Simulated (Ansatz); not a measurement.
# InH₃Se₃: up Jacob's ladder to CCSD(T)

The task here is to estimate one member of a computed series from the others.

Program: Ansatz 0.2.0, Gaussian basis. Level of theory: functionals in def2-TZVPP, the program's frozen cores in correlated methods. These are calculated values, not measurements.

Plan: LDA (SPW92), PBE-D4, revPBE-D4, BLYP-D4, r2SCAN-D4, B97M-V, PBE0-D4, B3LYP-D4, r2SCANh-D4, r2SCAN0-D4, HSE06-D4, BHLYP-D4, CAM-B3LYP-D4, LC-ωPBE, ωB97X-V, ωB97M-V, B2PLYP, PBE-QIDH; CCSD(T)/def2-SVP; CCSD(T)/def2-TZVPP; MP2/def2-QZVPP; extrapolation to the limit; RPA on PBE.

### Structure used throughout

An earlier PBE0-D4 in a triple-zeta def2 set relaxation fixed the geometry. In takes the def2 core potential; no spin-orbit term is included.

SMILES `[SeH][In]([SeH])[SeH]`, 7 atoms, charge 0, spin multiplicity 1.

Atoms are counted from 1 here; the program's logs count them from 0.

Bond lengths: Se1–In2 2.500 Å, Se1–H5 1.470 Å, In2–Se3 2.500 Å, In2–Se4 2.500 Å, Se3–H6 1.470 Å, Se4–H7 1.469 Å. Angles: In2–Se1–H5 91.6°, Se1–In2–Se3 120.0°, Se1–In2–Se4 120.0°, Se3–In2–Se4 120.0°, In2–Se3–H6 91.6°, In2–Se4–H7 91.6°.

Coordinates:

```xyz
7

Se   -2.43143   -0.13833   -0.53334
In    0.00880   -0.01460   -0.00574
Se    0.76007    0.41622    2.33913
Se    1.69770   -0.32333   -1.82250
H    -2.79043    0.12239    0.86758
H     2.17339    0.37407    1.93890
H     0.64320   -0.50430   -2.82983
```

Set-up of the first run:

in.yaml

```yaml
crystal:
  periodic: [false, false, false]
  atoms:
    - {symbol: Se, position_ang: [-2.431432, -0.138332, -0.533345]}
    - {symbol: In, position_ang: [0.008795, -0.014601, -0.005738]}
    - {symbol: Se, position_ang: [0.760068, 0.416215, 2.339128]}
    - {symbol: Se, position_ang: [1.697704, -0.323333, -1.822498]}
    - {symbol: H, position_ang: [-2.790426, 0.122387, 0.867577]}
    - {symbol: H, position_ang: [2.173388, 0.374067, 1.938901]}
    - {symbol: H, position_ang: [0.643204, -0.504303, -2.829826]}
basis:
  gaussian: {orbitals: def2-TZVPP}
hamiltonian: {xc: lda}
output: {orbitals: {seedname: orbitals}}
```

On the command line:

```console
$ ansatz run in.yaml --threads 2 --pin off --events-out ev --progress --plain --max-ram 20480MiB --backend cpu
```

Steps of the session up to this table: LDA; PBE-D4 (GGA); revPBE-D4 (GGA); BLYP-D4 (GGA); r2SCAN-D4 (meta-GGA); B97M-V (meta-GGA); B3LYP-D4 (hybrid); r2SCANh-D4 (hybrid); r2SCAN0-D4 (hybrid); HSE06-D4 (hybrid); BHLYP-D4 (hybrid); CAM-B3LYP-D4 (range-separated); LC-ωPBE (range-separated); ωB97X-V (range-separated); ωB97M-V (range-separated); B2PLYP (double hybrid); PBE-QIDH (double hybrid).

One table of the session follows, with a row left open; its other results are not shown here.

It belongs to the step «Orbital energies across the functionals». 

```
  functional  HOMO (eV)  LUMO (eV)  gap (eV)
 LDA (SPW92)      -6.25      -2.99      3.26
      PBE-D4      -6.09      -2.70      3.39
   revPBE-D4      -6.04      -2.59      3.44
     BLYP-D4      -5.91      -2.63      3.28
   r2SCAN-D4      -6.38      -2.54      3.85
      B97M-V      -6.41      -2.44      3.97
     PBE0-D4      -7.22      -1.92      5.30
    B3LYP-D4      -6.97      -2.18      4.79
  r2SCANh-D4      -6.79      -2.26      4.54
  r2SCAN0-D4      -7.42      -1.83      5.58
    HSE06-D4          ?          ?         ?
    BHLYP-D4      -8.18      -1.08      7.10
CAM-B3LYP-D4      -8.47      -1.03      7.45
     LC-ωPBE      -9.86       0.12      9.97
     ωB97X-V      -9.50       0.00      9.50
     ωB97M-V      -9.35      -0.14      9.22
```

Estimate the missing values for HSE06-D4.

The run gave: HOMO (eV): -6.83; LUMO (eV): -2.28; gap (eV): 4.55. In the column «HOMO (eV)» it lies between B3LYP-D4 (-6.97) and r2SCANh-D4 (-6.79).
